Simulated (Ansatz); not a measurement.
## HfIn4SiO6 under changes of volume

One of the cells (15.770 Å³/atom); the others are scaled copies at fixed shape and fractional positions:

```
Hf In Si O
1.0
     2.71585   -4.70357    0.00833
     2.71585    4.70357    0.00833
    -1.87915    0.00000    7.40127
Hf In Si O
1 4 1 6
Cartesian
  2.7159 -2.7125 0.0083
  1.7763 -1.1453 3.7090
  2.7159 0.4231 0.0083
  1.7763 2.0313 3.7090
  1.7763 -4.3098 3.7090
  2.7159 3.5589 0.0083
  -1.1497 0.2444 6.4159
  4.7022 0.2444 1.0021
  1.9910 -1.2091 6.4253
  1.5616 -1.2091 0.9927
  1.8741 2.2355 0.9933
  1.6785 2.2355 6.4246
```

The cell was built by a generator and needn't be a form met in nature.

| Property | Result |
| --- | --- |
| Program | Ansatz 0.2.0 |
| Functional | PBE |
| Potentials or basis | all-electron LAPW, scalar-relativistic |
| Cutoff | 356 eV (chosen from the basis error) |
| Basis error allowed | 0.003 eV/atom |
| k mesh | 4 × 4 × 3 |
| Occupations | fermi-dirac, width 0.05 eV |
| Spin | no spin polarisation |

```csv
volume (Å³/atom),energy over the lowest point (meV/atom),pressure (GPa),largest force (eV/Å)
14.824,21.46,8.1,0.710
15.139,8.66,5.0,0.463
15.454,1.71,2.2,0.236
15.770,0.00,-0.3,0.083
16.085,2.97,-2.6,0.189
16.401,10.13,-4.6,0.362
16.716,?,?,?
```

Problem. What does the run at 16.716 Å³/atom give?

Solution. Energy over the lowest point 21.03 meV/atom; pressure -6.4 GPa; largest force 0.524 eV/Å.

Worked out: A Birch-Murnaghan fit of order 3 (a polynomial in V^(-2/3)) to the other rows has its minimum at 15.72 Å³/atom with B0 = V·E''(V) = 120 GPa and B' = 4.7 at fixed shape and positions, which overstates the stiffness. It gives 21.00 meV/atom at 16.716 Å³/atom, against the run's 21.03, and -dE/dV = -6.4 GPa, against -6.4.

Energies are extrapolated to zero smearing.

Caveats: the k mesh is thin for a metal, which can move the energy by tens of meV per atom.

The runs don't all hold the same shells in valence.
